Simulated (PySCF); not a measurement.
# C3H10AsB: magnetic properties

Aim: compute the magnetic properties of C3H10AsB (`B[AsH]CCC`).

Computed with PySCF 2.14.0 and routines of our own; the level stands in each step. Atoms count from 0.

### 1 The system as given

15 atoms, charge 0, multiplicity 1; geometry from: GFN2-xTB.

### 2 Geometry optimisation at PBE0-D3(BJ)/def2-SVP

What the job is given:

```
{"job": {"xc": "PBE0", "basis": "def2-SVP", "d3": "d3bj", "grid": 1, "kind": "geom"}, "charge": 0, "multiplicity": 1}
B      2.577540    -0.593741    -0.321982
As     1.874731     1.245566    -0.180911
C     -0.022453     0.916286    -0.705370
C     -0.690513    -0.197425     0.089271
C     -2.142389    -0.400967    -0.329054
H      3.362877    -1.015156     0.438119
H      2.328793    -1.251028    -1.261703
H      1.630637     1.229556     1.305836
H     -0.593326     1.843340    -0.590761
H     -0.021339     0.668892    -1.771317
H     -0.135882    -1.130864    -0.051746
H     -0.654886     0.047500     1.155923
H     -2.602620    -1.194908     0.255428
H     -2.201438    -0.671800    -1.381316
H     -2.714147     0.512739    -0.177983
```

On the command line:

```
OMP_NUM_THREADS=1 python excited_run.py task.json out
```

This one command runs all jobs of the session in turn.

What it wrote:

```text
step   0  E = -2380.20211344  max force = 0.014958
step   1  E = -2380.20539561  max force = 0.002884
step   2  E = -2380.20555692  max force = 0.002555
step   3  E = -2380.20563605  max force = 0.001879
step   4  E = -2380.20566370  max force = 0.000744
step   5  E = -2380.20567008  max force = 0.000232
optimisation converged
```

It took 34 s on 1 thread of Arm Neoverse V1, shared host; peak memory 0.59 GiB.

Along the way:

```csv
step,energy from step 0 (eV),largest force component (eV/Å)
0,0.0000,0.7692
1,-0.0893,0.1483
2,-0.0937,0.1314
3,-0.0959,0.0966
4,-0.0966,0.0383
5,-0.0968,0.0119
```

Distances of close pairs at the start and the end, largest changes first:

```
  bond  before (Å)  after (Å)  change (Å)
 B0–H5       1.171      1.207      +0.036
 B0–H6       1.173      1.209      +0.035
As1–C2       1.996      1.968      -0.028
C4–H13       1.088      1.102      +0.014
C4–H14       1.088      1.102      +0.014
C4–H12       1.088      1.101      +0.013
As1–H7       1.507      1.517      +0.010
C3–H11       1.095      1.104      +0.009
```

The next job starts from the end point, and lists it.

| at the end point | value |
| --- | --- |
| point group (found at 0.08 Å tolerance) | C1 |
| rotational constants (GHz, main isotopes) | 7.231, 1.429, 1.282 |
| dipole moment (D) | 1.48 |

### 3 Magnetic properties: GIAO BHandHLYP/pcSseg-1

What the job is given:

```
{"job": {"kind": "mag", "xc": "BHandHLYP", "basis": "pcSseg-1", "isotopologues": 2}, "charge": 0, "multiplicity": 1}
B      2.541290    -0.773134    -0.399602
As     1.653570     0.969699    -0.190106
C     -0.201545     0.697601    -0.788369
C     -0.997605    -0.364459    -0.044015
C     -2.434390    -0.472413    -0.535091
H      3.443790    -1.077744     0.341776
H      2.306191    -1.444397    -1.376900
H      1.464412     1.043012     1.312869
H     -0.702242     1.677468    -0.726499
H     -0.124371     0.454131    -1.861236
H     -0.489308    -1.338171    -0.149411
H     -0.989766    -0.138068     1.036151
H     -2.991045    -1.245510     0.016362
H     -2.472346    -0.732565    -1.605054
H     -2.972640     0.480639    -0.407939
```

With the program's defaults for keys left out, this is: GIAO BHandHLYP/pcSseg-1 magnetisability, rotational g tensor and spin-rotation constants, non-relativistic, gas phase.

What it wrote:

```text
coarse grid: 52776 points
cycle   1  E = -2380.6308080124  dE = -6.140e-01  |g| = 5.902e-01  |ddm| = 3.248e+00
cycle   2  E = -2380.6488284195  dE = -1.802e-02  |g| = 3.502e-01  |ddm| = 4.110e-01
cycle   3  E = -2380.6592859997  dE = -1.046e-02  |g| = 7.323e-02  |ddm| = 2.344e-01
cycle   4  E = -2380.6601108188  dE = -8.248e-04  |g| = 1.560e-02  |ddm| = 7.513e-02
cycle   5  E = -2380.6601798438  dE = -6.902e-05  |g| = 4.506e-03  |ddm| = 1.920e-02
cycle   6  E = -2380.6601851579  dE = -5.314e-06  |g| = 1.115e-03  |ddm| = 5.086e-03
final grid: 111632 points
cycle   7  E = -2380.6602160639  dE = -2.186e-07  |g| = 1.130e-03  |ddm| = 2.771e-03
cycle   8  E = -2380.6602160944  dE = -3.049e-08  |g| = 1.143e-03  |ddm| = 2.155e-03
cycle   9  E = -2380.6602163578  dE = -2.634e-07  |g| = 5.439e-05  |ddm| = 9.569e-04
cycle  10  E = -2380.6602163593  dE = -1.481e-09  |g| = 2.545e-05  |ddm| = 1.043e-04
cycle  11  E = -2380.6602163596  dE = -3.793e-10  |g| = 1.373e-05  |ddm| = 6.137e-05
converged SCF energy = -2380.6602163596

Magnetisability tensor (1e-30 J/T^2)
    -1309.15      -88.19      114.23
      -88.19    -1148.41       91.72
      114.23       91.72    -1086.78
isotropic -1181.45   principal values   -1410.84  -1121.09  -1012.41
isotropic susceptibility -71.148 1e-6 cm^3/mol

Inertial axes            a          b          c
rot. const./GHz      7.2305     1.4293     1.2817
chi total           -79.728    -67.045    -66.672
chi diamagnetic    -279.125   -954.039  -1046.641
chi paramagnetic    199.397    886.994    979.968
quadrupole/D A       -0.878     -0.927      1.806
g nuclear            0.6623     0.5841     0.5786
g electronic        -0.6773    -0.5956    -0.5901
g total             -0.0151    -0.0115    -0.0115

Spin-rotation constants (kHz, H = +C I.J)
atom  isotope        aa         bb         cc
  0    11B        2.469      0.568      0.566
  1   75As        9.442      2.081      2.157
  5     1H        0.136     -0.076     -0.006
  6     1H       -0.397     -0.045      0.062
  7     1H       -0.741     -0.135      0.055
  8     1H       -0.720      0.030     -0.145
  9     1H       -0.712     -0.155      0.025
 10     1H       -0.701      0.032     -0.148
 11     1H       -0.792     -0.147      0.031
 12     1H       -0.416     -0.096     -0.086
 13     1H       -0.746     -0.152      0.019
 14     1H       -0.707      0.021     -0.145
  2    13C*       1.086      0.237      0.214
  3    13C*       1.078      0.252      0.243
  4    13C*       0.943      0.219      0.199
* in the singly substituted isotopologue

Isotopologues: g along a, b, c
2H    at 5,6,7,8,9,10,1    -0.0114    -0.0098    -0.0097
10B   at 0                 -0.0156    -0.0115    -0.0117
```

It took 21 s on 1 thread of Arm Neoverse V1, shared host; peak memory 0.87 GiB.

In short:

```csv
quantity,value
magnetisability,-1181·10⁻³⁰ J/T²
molar susceptibility,-71.1·10⁻⁶ cm³/mol
"rotational g (a, b, c)","-0.0151, -0.0115, -0.0115"
```

### 4 What came out

| quantity | value |
| --- | --- |
| point group | C1 |
| rotational constants (main isotopes) | 7.23, 1.43, 1.28 GHz |
| magnetisability (step 3, GIAO BHandHLYP/pcSseg-1) | -1181·10⁻³⁰ J/T² |
| molar susceptibility (step 3, GIAO BHandHLYP/pcSseg-1) | -71.1·10⁻⁶ cm³/mol |
| rotational g (a, b, c) (step 3, GIAO BHandHLYP/pcSseg-1) | -0.0151, -0.0115, -0.0115 |

The optimisation took 5 steps and gained 0.097 eV; among the close pairs (by a distance rule), B0–H5 changed most, from 1.171 to 1.207 Å. Steps that list no spin-orbit terms leave them out, which matters at and beside the heavy atoms. Vibrational averaging and real surroundings are missing from these values.
